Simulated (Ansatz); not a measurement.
# NaSn4Hg5: a short molecular-dynamics run

Aim: set NaSn4Hg5 (a randomly packed cell, 10 atoms, not relaxed) in motion for 30 steps of 1.5 fs at constant energy, with velocities drawn for 100 K, and see how temperature, energy and positions respond.

Method: DFT PBE, plane waves, PAW, scalar-relativistic, no spin polarisation, in Ansatz 0.2.0.

## Step 1: The structure to begin with

The cell holds 10 atoms (Hg5NaSn4): a = 6.081 Å, b = 7.612 Å, c = 7.245 Å, α = 82.39°, β = 102.14°, γ = 105.17°.

Structure file:

```xyz
10
Lattice="5.9811 0.6396 -0.8908 -2.5991 7.0519 1.2056 -0.4352 -0.3593 7.2232" Properties=species:S:1:pos:R:3 pbc="T T T"
Na    4.1555    4.1582    4.8221
Hg   -1.3140    6.7657    5.1262
Hg    1.1243    2.7993    4.2868
Sn   -1.7354    4.4582    2.4460
Sn    2.7567    6.9848    6.7330
Hg   -0.1131    5.5477    7.7520
Sn    4.5584    1.8423    2.3759
Hg    0.6868    2.3094    1.1819
Sn    2.8645    1.6252    6.6562
Hg    1.1850    5.8258    3.5235
```

## Step 2: Dynamics

File input.yaml:

```yaml
crystal:
  lattice:
    - [5.98106, 0.639636, -0.890828]
    - [-2.599101, 7.051859, 1.205635]
    - [-0.435186, -0.359344, 7.223196]
  atoms:
    - { symbol: Na, position: [0.978752, 0.536491, 0.698745] }
    - { symbol: Hg, position: [0.242543, 0.966885, 0.578221] }
    - { symbol: Hg, position: [0.399553, 0.390152, 0.577639] }
    - { symbol: Sn, position: [0.006354, 0.643453, 0.232021] }
    - { symbol: Sn, position: [0.938726, 0.950657, 0.88923] }
    - { symbol: Hg, position: [0.401008, 0.800721, 0.989009] }
    - { symbol: Sn, position: [0.87931, 0.202064, 0.403648] }
    - { symbol: Hg, position: [0.260522, 0.311184, 0.143815] }
    - { symbol: Sn, position: [0.64515, 0.221075, 0.964166] }
    - { symbol: Hg, position: [0.574884, 0.795696, 0.425888] }
kpoints:
  mp_grid: { grid: [3, 2, 2] }
magnetization:
  spin_polarized: false
scf:
  occupations: { method: fermi_dirac, width: 0.1 }
hamiltonian:
  pseudopotentials: { kind: paw }
  xc: pbe
basis:
  ecutwfc: 420
md:
  timestep: 1.5
  n_steps: 30
  ensemble: nve
  temperature: 100.0
  initial_velocities: maxwell_boltzmann
  seed: 157163
```

The run is started by

```console
ansatz run input.yaml --threads 2 --pin off --max-ram 2560MiB --backend cpu --events-out ev --progress --plain --runs-dir out
```

**Question.** What will these runs give? Wanted: temperature, first and last step; temperature, second half; potential energy, second half; largest change of the total energy; mean square displacement, second half.

**Answer**, as computed:

```
                             quantity                            value
                               length               30 steps of 1.5 fs
     temperature, first and last step                    100 and 128 K
             temperature, second half    mean 116 K, from 106 to 128 K
        potential energy, second half       -2 meV/atom from the start
   largest change of the total energy                    0.00 meV/atom
mean square displacement, second half  Na 0.015, Sn 0.002, Hg 0.001 Å²
```

What this shows: The temperature starts at 100 K and averages 116 K in the second half, where it still rises, from 106 to 128 K; the start was no minimum (force components up to 0.4 eV/Å), and the potential energy that it sheds (2 meV/atom) turns into motion. The total energy strays from its start by at most 0.00 meV/atom, under 0.1 % of the mean kinetic energy, so a step of 1.5 fs is short enough over this time. Over the second half Na atoms stand 0.1 Å (root mean square) from where they began, and the farthest move is 0.2 Å. A run of 45 fs with 10 atoms shows the motion but fixes no equilibrium value.
